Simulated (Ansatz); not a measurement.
# O: the cost of one run

Method: DFT PBEsol, scalar-relativistic, plane waves, PAW, in Ansatz 0.2.0.

### 1 The starting structure

Symmetry: I4/mmm, No. 139, tetragonal system. The conventional cell has a = 2.344 Å, b = 2.344 Å, c = 8.974 Å, α = 90.00°, β = 90.00°, γ = 90.00°. O (site symmetry 4mm) has 1 O at 1.21 Å as nearest neighbours.

As a file:

```
O
1.0
     0.00000    1.65792    4.48676
     1.65697    0.00000    4.48676
     1.65697    1.65792    0.00000
O
2
Direct
  0.06715 0.06715 0.93285
  0.93285 0.93285 0.06715
```

This cell was relaxed beforehand with the same method: volume 12.33 Å³/atom, gap on the mesh none (metal).

### 2 Bands, states and charges

File input.yaml:

```yaml
crystal:
  lattice:
    - [0.0, 2.10755, 3.34485]
    - [1.47835, 0.0, 3.34485]
    - [1.47835, 2.10755, 0.0]
  atoms:
    - { symbol: O, position: [0.0871, 0.0871, 0.9129], spin: 1.0 }
    - { symbol: O, position: [0.9129, 0.9129, 0.0871], spin: 1.0 }
basis:
  ecutwfc: 420
kpoints:
  mp_grid: { grid: [8, 8, 8] }
hamiltonian:
  xc: pbesol
scf:
  occupations: { method: gaussian, width: 0.1 }
  lower_state_search: "off"
output:
  forces: true
  stress: true
  eigenvalues: true
  populations: true
magnetization:
  spin_polarized: true
```

The run is started by

```sh
ansatz run input.yaml --threads 1 --pin off --max-ram 2560MiB --backend cpu --events-out ev --progress --plain --runs-dir out
```

**Question.** How long does this run take on 1 thread of Arm Neoverse V1, shared host, and how much memory does it need?

About 8.3 s, with a peak of 0.27 GiB.
